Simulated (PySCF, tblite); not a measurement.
# C2H6FN2Si2 radical: geometry, infrared bands and EPR parameters

Wanted: the infrared bands and EPR parameters of C2H6FN2Si2 radical (`N#C[Si@@H](N)[SiH2][CH]F`), by calculation.

The runs use tblite 0.8.0 and PySCF 2.14.0, with density-fitted response routines of our own; the level of theory stands in each step. All values are computed, except where a source is named. Atoms count from 0, in the outputs and in this text.

## 1. The molecule as given

13 atoms, charge 0, multiplicity 2; geometry from: force field or distance geometry start.

Bonds of the start (Å): N0–C1 1.13, C1–Si2 1.83, Si2–N3 1.75, Si2–Si4 2.24, Si4–C5 1.85, C5–F6 1.38, Si2–H7 1.48, N3–H8 1.04, N3–H9 1.04, Si4–H10 1.49, Si4–H11 1.47, C5–H12 1.10.

## 2. Geometry optimisation with GFN2-xTB

The job: settings as JSON, then the geometry in Å.

```
{"job": {"kind": "relax", "xc": "GFN2-xTB", "basis": "xTB"}, "charge": 0, "multiplicity": 2}
N      0.547100     2.960400    -0.592400
C      0.685600     1.837200    -0.548000
Si     0.921100     0.021400    -0.442600
N      1.980200    -0.415700     0.877100
Si    -1.054500    -1.027000    -0.424200
C     -2.324900    -0.207000     0.646300
F     -1.785000     0.519700     1.688000
H      1.602100    -0.372700    -1.690600
H      1.889400     0.153300     1.744600
H      2.979500    -0.445000     0.585900
H     -1.581800    -0.970500    -1.817400
H     -0.826700    -2.440000    -0.089100
H     -3.036400     0.386400     0.044700
```

Run with:

```sh
> OMP_NUM_THREADS=1 python probes_run.py task.json out
```

One launch serves the whole session: the jobs run in the order shown.

The program printed:

```text
step      E/eV     max force
  0    -577.67475    1.855
  1    -577.75999    3.848
  2    -577.82824    1.452
  3    -577.87759    0.530
  4    -577.90773    0.434
  5    -577.96712    0.735
  6    -577.99264    0.527
  7    -578.01319    0.304
  8    -578.02472    0.299
  9    -578.03856    0.374
 10    -578.05231    0.359
 11    -578.06330    0.346
 12    -578.07135    0.265
 13    -578.07681    0.180
 14    -578.08102    0.189
 15    -578.08607    0.223
 16    -578.09147    0.219
 17    -578.09602    0.176
 18    -578.09947    0.136
 19    -578.10234    0.128
 20    -578.10461    0.139
 21    -578.10651    0.135
 22    -578.10835    0.120
 23    -578.11019    0.118
 24    -578.11220    0.116
 25    -578.11467    0.148
 26    -578.11751    0.160
 27    -578.11997    0.136
 28    -578.12170    0.118
 29    -578.12341    0.120
 30    -578.12564    0.171
 31    -578.12843    0.194
 32    -578.13162    0.202
 33    -578.13452    0.121
 34    -578.13668    0.145
 35    -578.13848    0.090
 36    -578.14016    0.080
 37    -578.14203    0.095
 38    -578.14342    0.105
 39    -578.14475    0.123
 40    -578.14578    0.105
 41    -578.14738    0.111
 42    -578.14850    0.112
 43    -578.14974    0.079
 44    -578.15055    0.088
 45    -578.15118    0.086
 46    -578.15189    0.098
 47    -578.15272    0.094
 48    -578.15347    0.111
 49    -578.15395    0.054
 50    -578.15437    0.059
 51    -578.15487    0.065
 52    -578.15547    0.079
 53    -578.15622    0.073
 54    -578.15679    0.053
 55    -578.15708    0.042
 56    -578.15721    0.025
 57    -578.15731    0.027
 58    -578.15743    0.028
 59    -578.15757    0.037
 60    -578.15774    0.038
 61    -578.15790    0.031
 62    -578.15802    0.026
 63    -578.15813    0.038
 64    -578.15825    0.035
 65    -578.15842    0.032
 66    -578.15856    0.027
 67    -578.15865    0.023
 68    -578.15871    0.024
 69    -578.15879    0.027
 70    -578.15891    0.028
 71    -578.15905    0.023
 72    -578.15916    0.020
 73    -578.15922    0.019
 74    -578.15926    0.018
 75    -578.15928    0.015
 76    -578.15932    0.019
 77    -578.15936    0.019
 78    -578.15941    0.017
 79    -578.15944    0.016
 80    -578.15946    0.016
 81    -578.15948    0.014
 82    -578.15954    0.031
 83    -578.15965    0.051
 84    -578.15984    0.062
 85    -578.16003    0.044
 86    -578.16015    0.030
 87    -578.16022    0.028
 88    -578.16033    0.047
 89    -578.16057    0.084
 90    -578.16109    0.124
 91    -578.16185    0.136
 92    -578.16245    0.081
 93    -578.16281    0.053
 94    -578.16299    0.051
 95    -578.16312    0.036
 96    -578.16338    0.051
 97    -578.16400    0.074
 98    -578.16455    0.086
 99    -578.16497    0.050
100    -578.16518    0.036
101    -578.16533    0.041
102    -578.16554    0.040
103    -578.16581    0.045
104    -578.16616    0.112
105    -578.16651    0.048
106    -578.16676    0.040
107    -578.16691    0.041
108    -578.16701    0.032
109    -578.16714    0.035
110    -578.16727    0.043
111    -578.16755    0.048
112    -578.16792    0.075
113    -578.16838    0.070
114    -578.16883    0.063
115    -578.16910    0.047
116    -578.16934    0.052
117    -578.16972    0.055
118    -578.17039    0.059
119    -578.17131    0.081
120    -578.17225    0.068
121    -578.17285    0.096
122    -578.17330    0.183
123    -578.17367    0.107
124    -578.17388    0.030
125    -578.17403    0.037
126    -578.17413    0.025
127    -578.17418    0.024
128    -578.17425    0.034
129    -578.17437    0.045
130    -578.17456    0.043
131    -578.17483    0.044
132    -578.17511    0.064
133    -578.17534    0.078
134    -578.17550    0.065
135    -578.17565    0.038
136    -578.17582    0.035
137    -578.17601    0.064
138    -578.17620    0.091
139    -578.17637    0.080
140    -578.17654    0.071
141    -578.17671    0.039
142    -578.17686    0.036
143    -578.17698    0.038
144    -578.17704    0.029
145    -578.17708    0.019
146    -578.17711    0.015
147    -578.17715    0.018
148    -578.17719    0.018
149    -578.17723    0.017
150    -578.17729    0.017
151    -578.17734    0.017
152    -578.17738    0.014
153    -578.17740    0.007
```

It took 1 s on 1 thread of Arm Neoverse V1, shared host.

Relaxation path: (not every step is listed)

```csv
step,energy from step 0 (eV),largest force (eV/Å)
0,0.0000,1.8553
1,-0.0852,3.8481
2,-0.1535,1.4524
3,-0.2028,0.5296
4,-0.2330,0.4340
5,-0.2924,0.7355
6,-0.3179,0.5273
7,-0.3384,0.3036
8,-0.3500,0.2988
22,-0.4336,0.1201
36,-0.4654,0.0800
50,-0.4796,0.0593
64,-0.4835,0.0347
78,-0.4847,0.0170
92,-0.4877,0.0813
106,-0.4920,0.0403
120,-0.4975,0.0685
134,-0.5008,0.0655
148,-0.5024,0.0181
149,-0.5025,0.0170
150,-0.5025,0.0170
151,-0.5026,0.0173
152,-0.5026,0.0140
153,-0.5027,0.0068
```

Close pairs (by a distance rule), those that changed most:

```csv
bond,before (Å),after (Å),change (Å)
Si2–Si4,2.237,2.336,+0.100
C1–Si2,1.834,1.881,+0.047
N3–H8,1.041,1.007,-0.034
N3–H9,1.041,1.007,-0.034
Si2–N3,1.748,1.716,-0.031
Si4–H10,1.491,1.463,-0.028
C5–F6,1.380,1.353,-0.028
C5–H12,1.105,1.081,-0.024
```

The next job starts from the end point, and lists it.

## 3. Infrared spectrum with GFN2-xTB

The job: settings as JSON, then the geometry in Å.

```
{"job": {"kind": "ir", "xc": "GFN2-xTB", "basis": "xTB"}, "charge": 0, "multiplicity": 2}
N      0.790331     2.918605    -1.438350
C      0.907388     1.815230    -1.149306
Si     1.058180     0.013042    -0.633332
N      1.704190    -0.167915     0.946422
Si    -1.085865    -0.914321    -0.608418
C     -2.025241    -0.262981     0.836102
F     -1.558486    -0.485078     2.085986
H      2.070059    -0.520759    -1.551830
H      1.107363    -0.142737     1.757116
H      2.624726     0.168820     1.177981
H     -1.877667    -0.572338    -1.789533
H     -0.952820    -2.372262    -0.496155
H     -2.766547     0.523180     0.845589
```

The program printed:

```text
mode    cm-1     km/mol
  1      22.5      3.20
  2      54.5      4.02
  3      74.3      7.19
  4     121.6      8.01
  5     137.4      2.51
  6     171.2      6.34
  7     207.1      9.07
  8     264.0      6.57
  9     305.2      4.13
 10     332.2      8.26
 11     368.5     49.07
 12     408.4     32.14
 13     432.7     29.35
 14     450.4    219.61
 15     561.5     46.29
 16     576.8    188.56
 17     598.4     17.46
 18     630.6    114.91
 19     684.1    101.46
 20     747.5     82.68
 21     790.1    179.23
 22     808.1    100.21
 23     915.3    115.55
 24    1125.4    145.73
 25    1258.7     84.72
 26    1515.3     57.37
 27    2202.1    221.38
 28    2209.5    354.53
 29    2261.4    314.95
 30    2336.7     62.36
 31    3057.7     19.52
 32    3470.8      7.66
 33    3505.5      2.94
```

Wall time 0.44 s (1 thread of Arm Neoverse V1, shared host).

Which atoms move in the most intense modes:

| cm⁻¹ | km/mol | atoms |
| --- | --- | --- |
| 450 | 219.6 | H9 32 %, H8 30 %, N3 13 % |
| 577 | 188.6 | H7 69 % |
| 790 | 179.2 | C5 21 %, H10 20 %, Si4 19 %, H11 16 % |
| 915 | 115.5 | N3 50 %, Si2 38 % |
| 1125 | 145.7 | C5 40 %, F6 32 %, H12 26 % |
| 2202 | 221.4 | H11 89 % |
| 2210 | 354.5 | H7 89 % |
| 2261 | 314.9 | H10 97 % |

## 4. g tensor and hyperfine couplings: B3LYP/pcH-1

The job, as its differences from that of step 3:

```diff
@@ -1,2 +1,2 @@
-{"job": {"kind": "ir", "xc": "GFN2-xTB", "basis": "xTB"}, "charge": 0, "multiplicity": 2}
+{"job": {"kind": "epr", "basis": "pcH-1"}, "charge": 0, "multiplicity": 2}
 N      0.790331     2.918605    -1.438350
```

Level: UKS B3LYP, pcH-1 on C F H N Si, non-relativistic, mean-field spin-orbit, GIAO.

The program printed:

```text
UKS, coarse grid
  cycle   1  E = -868.06005031  |g| = 4.96e-01
  cycle   2  E = -867.84143519  |g| = 8.84e-01
  cycle   3  E = -868.14237825  |g| = 1.78e-01
  cycle   4  E = -868.15323067  |g| = 7.83e-02
  cycle   5  E = -868.15567328  |g| = 1.76e-02
  cycle   6  E = -868.15580261  |g| = 5.37e-03
  cycle   7  E = -868.15581399  |g| = 2.31e-03
  cycle   8  E = -868.15581533  |g| = 8.60e-04
UKS, final grid
  cycle   1  E = -868.15585982  |g| = 1.21e-03
  cycle   2  E = -868.15585908  |g| = 1.97e-03
  cycle   3  E = -868.15586039  |g| = 1.38e-04
  cycle   4  E = -868.15586040  |g| = 7.21e-05
  cycle   5  E = -868.15586040  |g| = 6.41e-05
  cycle   6  E = -868.15586040  |g| = 1.08e-05
E = -868.15586040 Eh   <S^2> = 0.7538 (exact 0.7500)
g shifts (ppm)      1          2          3
  rmc          -189       -189       -189
  gc              2         24         21
  oz_so        -105       2676       3332
  total        -292       2511       3165
hyperfine (MHz)  atom isotope    a_iso     a_fc   dipolar eigenvalues
    0   14N       0.12       0.12     -0.16      0.01      0.16
    1   13C      -0.38      -0.38     -0.47     -0.02      0.49
    2  29Si     -76.18     -76.27    -13.11      6.33      6.79
    3   14N      -0.15      -0.15     -0.20      0.02      0.18
    4  29Si      42.10      42.17     -2.79     -0.11      2.89
    5   13C     115.87     115.78    -78.48    -75.19    153.67
    6   19F     150.62     149.72   -274.90   -240.90    515.80
    7    1H      17.05      17.05     -1.36     -0.55      1.91
    8    1H      -0.05      -0.05     -2.23     -1.57      3.81
    9    1H       1.37       1.37     -0.98     -0.65      1.63
   10    1H      -0.85      -0.85     -3.55     -2.73      6.29
   11    1H      53.78      53.78     -3.28     -2.15      5.43
   12    1H     -55.05     -55.11    -35.20     -1.89     37.09
```

Run time: 75 s. Hardware: 1 thread of Arm Neoverse V1, shared host; peak memory 0.9 GiB.

Principal g values 2.00203, 2.00483, 2.00548; g(iso) = 2.00411, against 2.00232 for a free electron.

Hyperfine couplings; where a row names several nuclei, a(iso) is their mean (it holds for fast rotation or exchange) and the dipolar term the largest among them:

| nuclei | isotope | a(iso) (MHz) | a(iso) (G, at g = 2.0023) | largest dipolar term (MHz) |
| --- | --- | --- | --- | --- |
| F6 | 19F | 150.6 | 53.7 | 515.8 |
| C5 | 13C | 115.9 | 41.3 | 153.7 |
| Si2 | 29Si | -76.2 | -27.2 | -13.1 |
| H12 | 1H | -55.1 | -19.6 | 37.1 |
| H11 | 1H | 53.8 | 19.2 | 5.4 |
| Si4 | 29Si | 42.1 | 15.0 | 2.9 |
| H7 | 1H | 17.1 | 6.1 | 1.9 |
| H10 | 1H | -0.9 | -0.3 | 6.3 |
| H8, H9 | 1H | 0.7 | 0.2 | 3.8 |
| C1 | 13C | -0.4 | -0.1 | 0.5 |
| N3 | 14N | -0.2 | -0.1 | -0.2 |
| N0 | 14N | 0.1 | 0.0 | -0.2 |

Mulliken spin populations:

N0 0.00; C1 0.00; Si2 0.05; N3 0.00; Si4 -0.04; C5 0.91; F6 0.08; H7 0.01; H8 0.00; H9 0.00; H10 0.00; H11 0.03; H12 -0.04

In first order the couplings over 0.8 MHz of 19F, 1H give 32 distinct lines over 99.0 G, if the averaged nuclei exchange fast; the same motion can average rows kept apart here too.

Orbitals, density, ELF and potential are computed afterwards from the orbital file.

ELF in a plane through or near 3 of the atoms.

Values, 10 rows by 14 columns:
```
0.00 0.00 0.00 0.00 0.00 0.00 0.00 0.00 0.00 0.00 0.00 0.00 0.00 0.00
0.00 0.00 0.00 0.07 0.15 0.10 0.01 0.00 0.00 0.00 0.00 0.00 0.00 0.00
0.00 0.00 0.07 0.46 0.60 0.52 0.27 0.01 0.00 0.04 0.01 0.00 0.00 0.00
0.00 0.00 0.14 0.59 0.50 0.30 0.58 0.02 0.03 0.02 0.01 0.01 0.00 0.00
0.00 0.00 0.06 0.50 0.75 0.87 0.44 0.05 0.21 0.38 0.61 0.45 0.08 0.00
0.00 0.00 0.00 0.01 0.10 0.29 0.17 0.04 0.44 0.24 0.36 0.70 0.35 0.01
0.00 0.00 0.01 0.56 0.67 0.73 0.69 0.04 0.27 0.70 0.73 0.10 0.02 0.00
0.00 0.00 0.01 0.76 0.46 0.51 0.96 0.26 0.19 0.71 0.63 0.14 0.00 0.00
0.00 0.00 0.00 0.00 0.01 0.01 0.06 0.00 0.00 0.01 0.00 0.00 0.00 0.00
0.00 0.00 0.00 0.00 0.00 0.00 0.00 0.00 0.00 0.00 0.00 0.00 0.00 0.00
```
The map spans 10.3 Å across and 9.6 Å up, centred on the molecule. Atoms in the plane (x, y in Å): C1 (-1.6, 1.4), C5 (2.1, -0.2), F6 (2.0, -1.5).

On the surface of density 0.002 e/bohr³ the electrostatic potential runs, from the 1st to the 99th percentile, from -1.75 V near N0 to 1.83 V near H9.

The spin density lies nearest to C5 65 %; F6 12 %; H12 10 %.

## 5. Summary of results

| quantity | value |
| --- | --- |
| strongest single infrared mode (GFN2-xTB) | 2210 cm⁻¹, 355 km/mol |
| zero-point energy (GFN2-xTB) | 46.6 kcal/mol |
| g(iso) (B3LYP) | 2.00411 |
| ⟨S²⟩ | 0.754 (exact 0.75) |
| largest a(iso) (averaged by class) | 19F on F6, 150.6 MHz |
| potential on the surface of density 0.002 e/bohr³, 1st and 99th percentile | -1.75 V and 1.83 V |

Relaxing lowered the energy by 0.503 eV in 153 steps; the close pair that moved most is Si2–Si4, from 2.237 to 2.336 Å. No mode is imaginary among the 33: a minimum at this level. The strongest single mode, at 2210 cm⁻¹, moves mainly H7. Unscaled tight-binding wavenumbers are off by several per cent, some by more. Its intensities can rank the bands wrongly. Most of the unpaired spin sits on C5 (0.91 e). The isotropic g lies 1.8 ppt above the free-electron value. These values are for one conformer; the search (at its own cheap level) found 2 more, at 0.04, 0.83 kcal/mol (those within 0.05 may be mirror or relabelled copies), and measured spectra average over such forms.
